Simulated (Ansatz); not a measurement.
# CH₄OSSi: up Jacob's ladder to CCSD(T)

The task here is to estimate one member of a computed series from the others.

Method: functionals in def2-TZVPP, the program's frozen cores in correlated methods; program: Ansatz 0.2.0, Gaussian basis.

The runs, in order: PBE-D4, r2SCAN-D4, PBE0-D4, B3LYP-D4, ωB97X-V, ωB97M-V, B2PLYP; CCSD(T)/def2-TZVPP; CCSD(T)/def2-QZVPP; extrapolation to the limit.

## Structure used throughout

All runs share one geometry, relaxed beforehand with PBE0-D4 in a triple-zeta def2 set.

SMILES `CS[Si]O`, 8 atoms, charge 0, spin multiplicity 1.

Atoms are counted from 1 here; the program's logs count them from 0.

Bond lengths: C1–S2 1.813 Å, C1–H5 1.089 Å, C1–H6 1.089 Å, C1–H7 1.092 Å, S2–Si3 2.146 Å, Si3–O4 1.649 Å, O4–H8 0.961 Å. Angles: S2–C1–H5 109.2°, S2–C1–H6 109.1°, S2–C1–H7 110.5°, H5–C1–H6 109.6°, H5–C1–H7 109.2°, H6–C1–H7 109.2°, C1–S2–Si3 99.6°, S2–Si3–O4 101.1°, Si3–O4–H8 121.6°.

Set-up of the first run:

File in.yaml:

```yaml
crystal:
  periodic: [false, false, false]
  atoms:
    - {symbol: C, position_ang: [0.668152, 1.386907, -0.178651]}
    - {symbol: S, position_ang: [-0.010789, 0.037152, 0.823657]}
    - {symbol: Si, position_ang: [-0.599368, -1.308859, -0.740622]}
    - {symbol: O, position_ang: [-1.225882, -2.558629, 0.134716]}
    - {symbol: H, position_ang: [1.715410, 1.532833, 0.081065]}
    - {symbol: H, position_ang: [0.111044, 2.299529, 0.026893]}
    - {symbol: H, position_ang: [0.591087, 1.150512, -1.242390]}
    - {symbol: H, position_ang: [-1.249654, -2.539434, 1.095322]}
basis:
  gaussian: {orbitals: def2-TZVPP}
hamiltonian: {xc: pbe, dispersion: d4}
output: {forces: true, orbitals: {seedname: orbitals}}
```

Run with:

```console
$ ansatz run in.yaml --threads 2 --pin off --events-out ev --progress --plain --max-ram 32768MiB --backend cpu
```

Among the steps run: PBE-D4 (GGA); r2SCAN-D4 (meta-GGA); PBE0-D4 (hybrid); B3LYP-D4 (hybrid); ωB97X-V (range-separated); ωB97M-V (range-separated); B2PLYP (double hybrid); CCSD(T) in def2-TZVPP; CCSD(T) in def2-QZVPP.

One of the session's tables, all rows but one given; the rest of the session is left out.

| method | atomisation energy (eV) |
| --- | --- |
| PBE-D4 | 30.752 |
| r2SCAN-D4 | 30.178 |
| PBE0-D4 | 30.057 |
| B3LYP-D4 | 30.042 |
| ωB97X-V | 30.197 |
| ωB97M-V | 30.355 |
| B2PLYP | ? |
| HF/def2-TZVPP | 21.238 |
| MP2/def2-TZVPP | 29.787 |
| CCSD/def2-TZVPP | 28.676 |
| CCSD(T)/def2-TZVPP | 29.219 |
| MP2/CBS | 30.745 |
| CCSD(T)/CBS | 30.178 |

Estimate the missing values for B2PLYP.

The run gave: atomisation energy (eV): 29.710. In the column «atomisation energy (eV)» it lies between CCSD(T)/def2-TZVPP (29.219) and MP2/def2-TZVPP (29.787).
